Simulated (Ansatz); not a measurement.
# CH5BCl2Ge: the cost of one run

Method: RKS PBE0/def2-SVP, in Ansatz 0.2.0.

## 1. The structure to begin with

Bond lengths: Cl1–B2 1.840 Å, B2–Cl3 1.814 Å, B2–C4 1.585 Å, C4–Ge5 1.915 Å, C4–H6 1.068 Å, C4–H7 1.153 Å, Ge5–H8 1.559 Å, Ge5–H9 1.591 Å, Ge5–H10 1.562 Å. Angles (14 of 15 angles, heavy atoms first): Cl1–B2–Cl3 117.3°, Cl1–B2–C4 124.9°, Cl3–B2–C4 117.5°, B2–C4–Ge5 111.2°, B2–C4–H6 113.4°, B2–C4–H7 106.3°, Ge5–C4–H6 111.9°, Ge5–C4–H7 106.5°, C4–Ge5–H8 110.9°, C4–Ge5–H9 112.6°, C4–Ge5–H10 108.8°, H6–C4–H7 107.0°, H8–Ge5–H9 109.5°, H8–Ge5–H10 107.9°.

Coordinates:

```xyz
10

Cl   -1.0931   -2.8808   -0.1694
B     0.1281   -1.5066   -0.2497
Cl    1.8520   -1.9001    0.1544
C    -0.1858   -0.0429   -0.7715
Ge    0.0149    1.2479    0.6289
H     0.3694    0.2251   -1.6440
H    -1.3005   -0.0363   -1.0663
H    -0.3544    2.6763    0.1247
H    -0.8565    0.8966    1.9129
H     1.5091    1.2696    1.0830
```

## 2. End point A

The input, input.yaml:

```yaml
crystal:
  periodic: [false, false, false]
  atoms:
    - { symbol: Cl, position_ang: [-1.0931, -2.8808, -0.1694] }
    - { symbol: B, position_ang: [0.1281, -1.5066, -0.2497] }
    - { symbol: Cl, position_ang: [1.852, -1.9001, 0.1544] }
    - { symbol: C, position_ang: [-0.1858, -0.0429, -0.7715] }
    - { symbol: Ge, position_ang: [0.0149, 1.2479, 0.6289] }
    - { symbol: H, position_ang: [0.3694, 0.2251, -1.644] }
    - { symbol: H, position_ang: [-1.3005, -0.0363, -1.0663] }
    - { symbol: H, position_ang: [-0.3544, 2.6763, 0.1247] }
    - { symbol: H, position_ang: [-0.8565, 0.8966, 1.9129] }
    - { symbol: H, position_ang: [1.5091, 1.2696, 1.083] }
basis:
  gaussian: { orbitals: def2-SVP }
hamiltonian:
  xc: pbe0
relax:
  f_tol: 0.02
  max_steps: 50
```

Command:

```sh
$ ansatz run input.yaml --threads 2 --pin off --max-ram 3072MiB --backend cpu --events-out ev --progress --plain --runs-dir out
```

**Question.** How long does this run take on 2 threads of Intel Xeon Platinum 8488C (Sapphire Rapids), shared host, and how much memory does it need?

About 64 s, with a peak of 0.35 GiB.
